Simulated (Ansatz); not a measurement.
**CH6BNSSi: up Jacob's ladder to CCSD(T)**

One table from this session's results is given with a row withheld; the runs are named, their logs left out.

The runs use Ansatz 0.2.0, Gaussian basis; functionals in def2-TZVPP, the program's frozen cores in correlated methods.

Levels to be run: PBE-D4, r2SCAN-D4, PBE0-D4, B3LYP-D4, ωB97X-V, ωB97M-V, B2PLYP; CCSD(T)/def2-TZVPP; MP2/def2-QZVPP; extrapolation to the limit.

### The relaxed structure

An earlier PBE0-D4 in a triple-zeta def2 set relaxation fixed the geometry.

SMILES `[SiH3]C1NBS1`, 11 atoms, charge 0, spin multiplicity 1.

Atoms are counted from 1 here; the program's logs count them from 0.

Bond lengths: Si1–C2 1.889 Å, Si1–H6 1.485 Å, Si1–H7 1.483 Å, Si1–H8 1.491 Å, C2–N3 1.450 Å, C2–S5 1.849 Å, C2–H9 1.095 Å, N3–B4 1.398 Å, N3–H10 1.006 Å, B4–S5 1.831 Å, B4–H11 1.188 Å. Angles: C2–Si1–H6 109.6°, C2–Si1–H7 108.5°, C2–Si1–H8 109.4°, H6–Si1–H7 111.1°, H6–Si1–H8 108.8°, H7–Si1–H8 109.5°, Si1–C2–N3 114.9°, Si1–C2–S5 110.8°, Si1–C2–H9 113.3°, N3–C2–S5 92.2°, N3–C2–H9 113.6°, S5–C2–H9 110.2°, C2–N3–B4 100.1°, C2–N3–H10 124.1°, B4–N3–H10 135.6°, N3–B4–S5 94.8°, N3–B4–H11 132.2°, S5–B4–H11 133.1° and more.

Geometry (Å):

```xyz
11
charge 0, multiplicity 1
Si   -1.24065    0.30341    1.04387
C     0.48457    0.41083    0.28275
N     0.93830   -0.79993   -0.37309
B     0.95884   -0.36700   -1.70192
S     0.44092    1.34501   -1.31214
H    -1.67846    1.65508    1.47686
H    -2.16719   -0.25831    0.03198
H    -1.20051   -0.59333    2.23452
H     1.22797    0.84818    0.95693
H     1.08948   -1.67501    0.09950
H     1.21202   -0.92595   -2.71886
```

Set-up of the first run:

in.yaml reads:

```yaml
crystal:
  periodic: [false, false, false]
  atoms:
    - {symbol: Si, position_ang: [-1.240651, 0.303414, 1.043874]}
    - {symbol: C, position_ang: [0.484566, 0.410831, 0.282749]}
    - {symbol: N, position_ang: [0.938296, -0.799927, -0.373093]}
    - {symbol: B, position_ang: [0.958845, -0.366997, -1.701924]}
    - {symbol: S, position_ang: [0.440920, 1.345008, -1.312142]}
    - {symbol: H, position_ang: [-1.678455, 1.655085, 1.476860]}
    - {symbol: H, position_ang: [-2.167189, -0.258305, 0.031978]}
    - {symbol: H, position_ang: [-1.200506, -0.593331, 2.234519]}
    - {symbol: H, position_ang: [1.227974, 0.848177, 0.956934]}
    - {symbol: H, position_ang: [1.089480, -1.675008, 0.099501]}
    - {symbol: H, position_ang: [1.212022, -0.925945, -2.718856]}
basis:
  gaussian: {orbitals: def2-TZVPP}
hamiltonian: {xc: pbe, dispersion: d4}
output: {forces: true, orbitals: {seedname: orbitals}}
```

Command:

```sh
ansatz run in.yaml --threads 4 --pin off --events-out ev --progress --plain --max-ram 10444MiB
```

Steps of the session up to this table: PBE-D4 (GGA); r2SCAN-D4 (meta-GGA); PBE0-D4 (hybrid); B3LYP-D4 (hybrid); ωB97X-V (range-separated); ωB97M-V (range-separated); B2PLYP (double hybrid); CCSD(T) in def2-TZVPP; MP2 in def2-QZVPP.

One of the session's tables, all rows but one given; the rest of the session is left out.

It belongs to the step «Atomisation energies». 

```
            method  atomisation energy (eV)
            PBE-D4                   41.501
         r2SCAN-D4                   40.759
           PBE0-D4                   40.848
          B3LYP-D4                   40.679
           ωB97X-V                        ?
           ωB97M-V                   40.910
            B2PLYP                   40.130
     HF/def2-TZVPP                   29.214
    MP2/def2-TZVPP                   39.998
   CCSD/def2-TZVPP                   38.659
CCSD(T)/def2-TZVPP                   39.349
           MP2/CBS                   41.164
       CCSD(T)/CBS                   40.514
```

**Question.** Estimate the row for ωB97X-V.

The run gave: atomisation energy (eV): 40.936. In the column «atomisation energy (eV)» it lies between ωB97M-V (40.910) and MP2/CBS (41.164).

Limits of these values: Free atoms (1 Si, 1 C, 1 N, 1 B, 1 S, 6 H) were run apart at each level; the atomisation energy is their sum less the molecule, without zero-point or spin-orbit terms.
